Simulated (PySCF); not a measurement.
# C2H8GeOSi2: the cost of one run

Programs: PySCF 2.14.0, with routines of our own; each step states its level. All values are computed. Atoms count from 0.

## (1) The starting structure

14 atoms, charge 0, multiplicity 1; geometry from: GFN2-xTB.

## (2) Magnetic properties: GIAO B97-2/pcSseg-1

The job: settings as JSON, then the geometry in Å.

```
{"job": {"kind": "mag", "xc": "B97-2", "basis": "pcSseg-1", "isotopologues": 2}, "charge": 0, "multiplicity": 1}
C      3.830394     1.457632     0.205960
C      2.757583     0.968464     0.447439
Ge     1.050345     0.192350     0.764207
Si    -0.164449    -0.014921    -1.222064
O     -1.694533    -0.427963    -0.895175
Si    -2.894083    -0.773400     0.140272
H      4.773302     1.883120     0.006839
H      1.385527    -1.083859     1.506829
H      0.455342     1.061113     1.852190
H     -0.248604     1.252848    -1.947506
H      0.350829    -1.090813    -2.069567
H     -3.396280     0.499465     0.655304
H     -2.341604    -1.598872     1.215781
H     -3.864448    -1.485564    -0.682675
```

Level: GIAO B97-2/pcSseg-1 magnetisability, rotational g tensor and spin-rotation constants, non-relativistic, gas phase.

The run is started by

```
$ OMP_NUM_THREADS=1 python excited_run.py task.json out
```

The driver reads the jobs from task.json and runs them one after another.

**Question.** How long does this first job take on 1 thread of Arm Neoverse V2, shared host, and how much memory does it need?

About 24 s, with a peak of 0.87 GiB.
